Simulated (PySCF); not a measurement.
# KLi−: bond curves at several levels of theory

What are the lowest state that PBE0 finds, the bond length, vibrational wavenumber and bond energy of KLi−, and how much do these hang on the method?

The runs use PySCF 2.14.0; K aug-cc-pVDZ-X2C, Li aug-cc-pVDZ-DK, spin-free X2C with a Gaussian nucleus.

4 further runs of the same task are left out: 4 set aside as unsound or not needed.

## (1) The job

The job is set up so:

| Item | Value |
| --- | --- |
| atoms | K, Li |
| charge | -1 |
| basis | K aug-cc-pVDZ-X2C, Li aug-cc-pVDZ-DK |
| Hamiltonian | spin-free X2C with a Gaussian nucleus |
| basis functions | 59 |
| electrons treated | 23 |
| masses in u | 38.9637, 7.0160 |
| levels | PBE0, PBE, r²SCAN, M06-L, B3LYP, HSE06, MP2, SCS-MP2 |
| grid | 80 radial by 434 angular points |
| occupations | held fixed by the projection of orbital angular momentum |
| dissociation limit | K + Li−, each in its ground configuration |
| starting distance in angstrom | 3.330 |
| values of 2S to try | 1, 3 |

On the command line:

```
$ OMP_NUM_THREADS=1 python dia.py task.json out
```

After this run come: PBE0 along the bond; PBE (GGA); r²SCAN (meta-GGA); M06-L (meta-GGA); B3LYP; HSE06.

Before running it: what results should come out? Wanted: for each run, Re; ωe; De; μ.

The runs gave:

Lowest PBE0 solution found, without spin–orbit coupling: ²Σ⁺ (doublet), unpaired electrons σ ↑.

```csv
level,Re (Å),ωe (cm⁻¹),De (eV),μ (D)
ROHF-MP2,3.711,142.6,0.62,n/a
ROHF-SCS-MP2,3.724,142.1,0.61,n/a
PBE,3.749,134.0,0.74,-3.90
r²SCAN,3.879,128.3,0.72,-4.38
M06-L,3.807,137.4,0.74,-5.07
B3LYP,3.771,127.1,0.61,-3.91
PBE0,3.798,133.9,0.71,-3.82
HSE06,3.786,133.9,0.71,-3.86
```

De is counted to K + Li− in their ground configurations. A positive dipole points from K to Li; in an ion it is taken about the centre of mass and does not tell which atom is negative. ⟨S²⟩ is off the pure value of 0.75 by over a tenth at r²SCAN 0.92, PBE0 0.86, HSE06 0.84.

**Reading.** Bond lengths run from 3.711 Å (ROHF-MP2) to 3.879 Å (r²SCAN). Of the levels with a De here, B3LYP gives the least (0.61 eV) and PBE the most (0.74 eV).

Correlated steps freeze 5 core orbitals. With some functionals the highest level of the anion is positive, from self-interaction error or because the anion is truly unbound there; the finite basis then holds the extra electron, and no neutral molecule was run to test the binding.
